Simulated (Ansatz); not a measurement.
# CuGe2: the cost of one run

Method: DFT PBE, scalar-relativistic, plane waves, PAW, in Ansatz 0.2.0.

### Step 1. Starting point

The structure is tetragonal, space group I4/mmm (No. 139). The conventional cell has a = 2.632 Å, b = 2.632 Å, c = 9.141 Å, α = 90.00°, β = 90.00°, γ = 90.00°. Cu (site symmetry 4/mmm) is surrounded by 8 Ge at 2.37 Å and 4 Cu at 2.63 Å. Ge (site symmetry 4mm) is surrounded by 4 Cu at 2.37 Å and 8 Ge at 2.48 to 2.63 Å.

As a file:

```cif
data_structure
_symmetry_space_group_name_H-M 'P 1'
_symmetry_Int_Tables_number 1
_cell_length_a 4.9352
_cell_length_b 4.9352
_cell_length_c 4.9352
_cell_angle_alpha 149.064
_cell_angle_beta 149.064
_cell_angle_gamma 44.317
_cell_volume 31.67
loop_
_atom_site_label
_atom_site_type_symbol
_atom_site_fract_x
_atom_site_fract_y
_atom_site_fract_z
_atom_site_occupancy
Cu1 Cu 0.00000 0.00000 0.00000 1
Ge1 Ge 0.34000 0.34000 0.00000 1
Ge2 Ge 0.66000 0.66000 0.00000 1
```

This is a trial structure built by rule; it need not be a known or stable form of this composition.

(A quick probe on a coarse mesh, which set the mesh and smearing, is not shown.)

### Step 3. Rough relaxation on the coarse mesh

Contents of input.yaml:

```yaml
crystal:
  lattice:
    - [-1.3162215768, 1.3162215768, 4.570726971]
    - [1.3162215768, -1.3162215768, 4.570726971]
    - [1.3162215768, 1.3162215768, -4.570726971]
  atoms:
    - { symbol: Cu, position: [0.0, 0.0, 0.0] }
    - { symbol: Ge, position: [0.34, 0.34, 0.0] }
    - { symbol: Ge, position: [0.66, 0.66, 0.0] }
basis:
  ecutwfc: 420
kpoints:
  mp_grid: { grid: [10, 10, 10] }
hamiltonian:
  xc: pbe
scf:
  occupations: { method: gaussian, width: 0.1 }
output:
  forces: true
  stress: true
  eigenvalues: true
relax:
  adjacent_minimum: "off"
  f_tol: 0.05
  max_steps: 80
  cell: { stress_tol: 0.5 }
```

**Question.** How long does this run take on 1 thread of an x86-64 CPU, shared host, and how much memory does it need?

About 60 s, with a peak of 0.49 GiB.
